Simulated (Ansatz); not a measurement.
# CH3AlClO, SMILES C[O][Al][Cl]: a rigid scan of one bond length

Computed with Ansatz 0.2.0 through its Python package.

The script, `ch3alclo_scan.py`:
```python
'''Potential curve of CH3AlClO along one bond.'''

import ansatz as az
import numpy as np

GEOMETRY = '''
C     0.07830    0.87780    0.24730
O     0.57700    0.16390   -0.81220
Al    0.66330   -1.61080   -0.31370
Cl   -0.92620   -2.96780   -0.67870
H    -0.02950    1.97450   -0.10710
H    -1.00430    0.60320    0.47350
H     0.70270    0.89130    1.14520
'''

geometry = az.Crystal.molecule()
for line in GEOMETRY.strip().splitlines():
    symbol, *xyz = line.split()
    geometry = geometry.atom(symbol, [float(v) for v in xyz])

symbols = [site.symbol for site in geometry.cartesian_sites]
start = np.array([site.position_ang for site in geometry.cartesian_sites])
axis = (start[6] - start[0]) / np.linalg.norm(start[6] - start[0])
moving = [6]
lengths, energies = [0.962, 1.006, 1.05, 1.094, 1.137, 1.181, 1.225, 1.291], []
for length in lengths:
    xyz = start.copy()
    xyz[moving] += (length - np.linalg.norm(start[6] - start[0])) * axis
    point = az.Crystal.molecule()
    for symbol, place in zip(symbols, xyz):
        point = point.atom(symbol, place.tolist())
    job = (
        point.calculation()
        .basis(gaussian='6-31G*')  # the orbital basis, by name
        .functional('PBE')
        .spin('collinear', total=1)  # spin-polarised run
    )
    rep = job.run().report
    energies.append(rep['free_energy_ev'])
    print(f'r = {length:6.3f} A  E = {energies[-1]:.5f} eV  <S^2> = {abs(rep["mean_field"]["state"]["spin_squared"]):.3f}')

# quartic fit about the minimum
fit = np.polynomial.Polynomial.fit(lengths, np.array(energies) - min(energies), 4).convert()
roots = [r.real for r in fit.deriv().roots() if abs(r.imag) < 1e-9 and fit.deriv(2)(r.real) > 0]
r_e = min(roots, key=lambda r: abs(r - lengths[int(np.argmin(energies))]))
print(f'minimum of the fit at {r_e:.4f} A, force constant {fit.deriv(2)(r_e):.2f} eV/A^2')
```

Output of `python ch3alclo_scan.py`:
```text
r =  0.962 A  E = -22239.89232 eV  <S^2> = 0.752
r =  1.006 A  E = -22240.13827 eV  <S^2> = 0.752
r =  1.050 A  E = -22240.27746 eV  <S^2> = 0.752
r =  1.094 A  E = -22240.33381 eV  <S^2> = 0.752
r =  1.137 A  E = -22240.32704 eV  <S^2> = 0.752
r =  1.181 A  E = -22240.27166 eV  <S^2> = 0.752
r =  1.225 A  E = -22240.17913 eV  <S^2> = 0.752
r =  1.291 A  E = -22239.99095 eV  <S^2> = 0.752
minimum of the fit at 1.1094 A, force constant 29.98 eV/A^2
```

Total energies depend on the basis set; only differences at equal settings carry meaning. The rest of the molecule is held rigid at a force-field or estimated start geometry, and the basis set is modest; single-reference methods fail as a bond breaks. The species is open-shell (spin multiplicity 2). The whole script took 23 s on 1 thread of Arm Neoverse V2 (shared host), peak memory 0.2 GiB.
